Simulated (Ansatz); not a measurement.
What does this script print? It uses the Ansatz DFT code, driven from Python.

`bfh4sesi.py`:
```python
# -*- coding: utf-8 -*-
'''Potential curve of BFH4SeSi along one bond.'''

import ansatz as az
import numpy as np

SETTINGS = {
    'basis': 'def2-SVP',
    'functional': 'pbe',
}

bfh4sesi = (
    az.Crystal.molecule()
    .atom('F', (-0.4122, -0.4694, 2.0954))
    .atom('B', (-0.5141, -0.3342, 0.6425))
    .atom('Si', (0.5593, 0.9692, -0.297))
    .atom('Se', (-1.6385, -1.5467, -0.4072))
    .atom('H', (0.3671, 0.8519, -1.7495))
    .atom('H', (0.2372, 2.3366, 0.1685))
    .atom('H', (2.035, 0.7074, 0.0168))
    .atom('H', (-0.5416, -2.5719, -0.5253))
)

symbols = [site.symbol for site in bfh4sesi.cartesian_sites]
start = np.array([site.position_ang for site in bfh4sesi.cartesian_sites])
axis = (start[7] - start[3]) / np.linalg.norm(start[7] - start[3])
moving = [7]
lengths, energies = [1.325, 1.386, 1.446, 1.506, 1.566, 1.627, 1.687, 1.777], []
for length in lengths:
    xyz = start.copy()
    xyz[moving] += (length - np.linalg.norm(start[7] - start[3])) * axis
    point = az.Crystal.molecule()
    for symbol, xyz in zip(symbols, xyz):
        point = point.atom(symbol, xyz.tolist())
    calculation = (
        point.calculation()
        .basis(gaussian=SETTINGS['basis'])
        .functional(SETTINGS['functional'])
        .accuracy('medium')
    )
    summary = calculation.run().report
    energies.append(summary['free_energy_ev'])
    print(f'r = {length:6.3f} A  E = {energies[-1]:.5f} eV  <S^2> = {abs(summary["mean_field"]["state"]["spin_squared"]):.3f}')

# quartic fit about the minimum
fit = np.polynomial.Polynomial.fit(lengths, np.array(energies) - min(energies), 4).convert()
roots = [r.real for r in fit.deriv().roots() if abs(r.imag) < 1e-9 and fit.deriv(2)(r.real) > 0]
r_e = min(roots, key=lambda r: abs(r - lengths[int(np.argmin(energies))]))
print(f'minimum of the fit at {r_e:.4f} A, force constant {fit.deriv(2)(r_e):.2f} eV/A^2')
```

```console
$ python bfh4sesi.py
r =  1.325 A  E = -76655.04737 eV  <S^2> = 0.000
r =  1.386 A  E = -76655.27174 eV  <S^2> = 0.000
r =  1.446 A  E = -76655.37337 eV  <S^2> = 0.000
r =  1.506 A  E = -76655.38619 eV  <S^2> = 0.000
r =  1.566 A  E = -76655.33272 eV  <S^2> = 0.000
r =  1.627 A  E = -76655.22837 eV  <S^2> = 0.000
r =  1.687 A  E = -76655.09026 eV  <S^2> = 0.000
r =  1.777 A  E = -76654.83946 eV  <S^2> = 0.000
minimum of the fit at 1.4854 A, force constant 20.47 eV/A^2
```

These settings explore the input space; basis and method may be short of convergence. The rest of the molecule is held rigid at a force-field or estimated start geometry, and the basis set is modest; single-reference methods fail as a bond breaks. The orbitals are restricted, so S² is zero by construction. Run time: 29 s on 1 thread of Intel(R) Xeon(R) Platinum 8259CL CPU @ 2.50GHz (Skylake/Cascade Lake), on a shared host, peak memory 0.21 GiB.

(A comment or docstring line of the script was reworded after the run, the code is as it ran; lines on the test bed's own set-up are left out of the output.)
